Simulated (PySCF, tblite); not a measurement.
# BrGa2H7P2, a small molecule taken as a stand-in for a surface group (GaP 2-ring, Ga site): NMR shifts, core binding energies and electronic excitations

What NMR shifts, core binding energies and electronic excitations should one expect for `[Br][GaH-]1[PH2+][GaH2-][PH2+]1`?

Programs: tblite 0.8.0 and PySCF 2.14.0. All values are calculated, for the isolated system unless a continuum is named. Atoms count from 0, parts from 1.

## 1. Starting point

12 atoms, charge 0, multiplicity 1; geometry: distance geometry start.

## 2. Geometry optimisation with GFN2-xTB

The job: settings as JSON, then the geometry in Å.

```
{"job": {"kind": "relax", "xc": "GFN2-xTB", "basis": "xTB"}, "charge": 0, "multiplicity": 1}
P      0.681072    -1.739302    -1.784960
Ga    -0.795578    -0.474850    -3.046300
P     -0.677160     1.239550    -1.539304
Ga     0.799196     0.008877    -0.256274
Br    -0.173370    -0.594416     1.838686
H      1.860896    -1.910860    -2.428868
H      0.055485    -2.813404    -1.248968
H     -2.173250    -1.093095    -3.079180
H     -0.192982    -0.082823    -4.400549
H     -1.851413     1.428918    -0.894553
H     -0.063612     2.376062    -2.064777
H      2.180101     0.638192    -0.182376
```

Level: GFN2-xTB geometry optimisation, gas phase.

Command:

```bash
OMP_NUM_THREADS=1 python cluster_run.py task.json out
```

One launch serves the whole session: the jobs run in the order shown.

**Question.** The jobs that follow are: PBE0-D3(BJ)/def2-SVP geometry optimisation, gas phase; GIAO PBE0/pcSseg-1 NMR shielding, non-relativistic, gas phase; delta-SCF UKS SCAN, pcX-2 on the ionised atom, pcseg-1 elsewhere, spin-free X2C; TDDFT CAM-B3LYP/def2-SVPD, vertical, gas phase, core orbitals frozen in the response. Predict: point group; rotational constants (main isotopes); 1H shifts against TMS (PBE0/pcSseg-1, means over atoms taken as alike); 31P shifts against H3PO4 (PBE0/pcSseg-1, means over atoms taken as alike); 71Ga shifts against GaH4- (PBE0/pcSseg-1); 79Br shifts against HBr (PBE0/pcSseg-1); potential on the surface of density 0.002 e/bohr³, 1st and 99th percentile; P2p binding energies, SCAN/pcX-2; lowest singlet (CAM-B3LYP/def2-SVPD); brightest single state of those computed; lowest triplet; vertical ionisation energy (ΔSCF); vertical electron affinity (ΔSCF).

**Answer**, as computed:

| quantity | value |
| --- | --- |
| point group | Cs |
| rotational constants (main isotopes) | 1.54, 0.44, 0.42 GHz |
| 1H shifts against TMS (PBE0/pcSseg-1, means over atoms taken as alike) | 5.39, 4.79, 4.66, 3.59, 3.45 ppm |
| 31P shifts against H3PO4 (PBE0/pcSseg-1, means over atoms taken as alike) | -184.3 ppm |
| 71Ga shifts against GaH4- (PBE0/pcSseg-1) | 257, 151 ppm |
| 79Br shifts against HBr (PBE0/pcSseg-1) | -108 ppm |
| potential on the surface of density 0.002 e/bohr³, 1st and 99th percentile | -0.85 V and 1.35 V |
| P2p binding energies, SCAN/pcX-2 | P2 136.95 eV |
| lowest singlet (CAM-B3LYP/def2-SVPD) | 5.31 eV (233 nm), f = 0.008 |
| brightest single state of those computed | state 5, 6.27 eV, f = 0.051 |
| lowest triplet | 4.97 eV |
| vertical ionisation energy (ΔSCF) | 9.36 eV |
| vertical electron affinity (ΔSCF) | -0.24 eV (unbound: the value hangs on the basis) |

The start of the PBE0/def2-SVP relaxation was shaken at random by about 0.01 Å, so part of the energy gained, and of the first lengths quoted, undoes that. Relaxing lowered the energy by 0.293 eV in 10 steps; the close pair that moved most is P2–Ga3, from 2.521 to 2.430 Å (PBE0/def2-SVP). At PBE0/pcSseg-1: Shielding is most anisotropic at Br4 (span 394 ppm, paramagnetic term -433 ppm). By nearest atom (PBE0/pcSseg-1), the HOMO sits on Br4 42 %; H11 13 % and the LUMO on P0, P2 about 16 % each; Ga3 12 %. The first singlet state (HOMO→LUMO 0.88) lies at 5.31 eV and is weak; of the 6 states computed, the strongest absorption comes from state 5 at 6.27 eV. The lowest triplet lies 0.35 eV below the lowest singlet (triplets in Tamm-Dancoff, singlets in full TDDFT). ΔSCF puts the ionisation energy at 9.36 eV, 0.66 eV above −ε(HOMO). Spin-orbit coupling is left out, which matters for shieldings and couplings at and beside the heavy atoms. A capped cluster stands for the solid here, so long-range fields and strain are missing, and bands or shifts of the capping hydrogens have no counterpart in it.
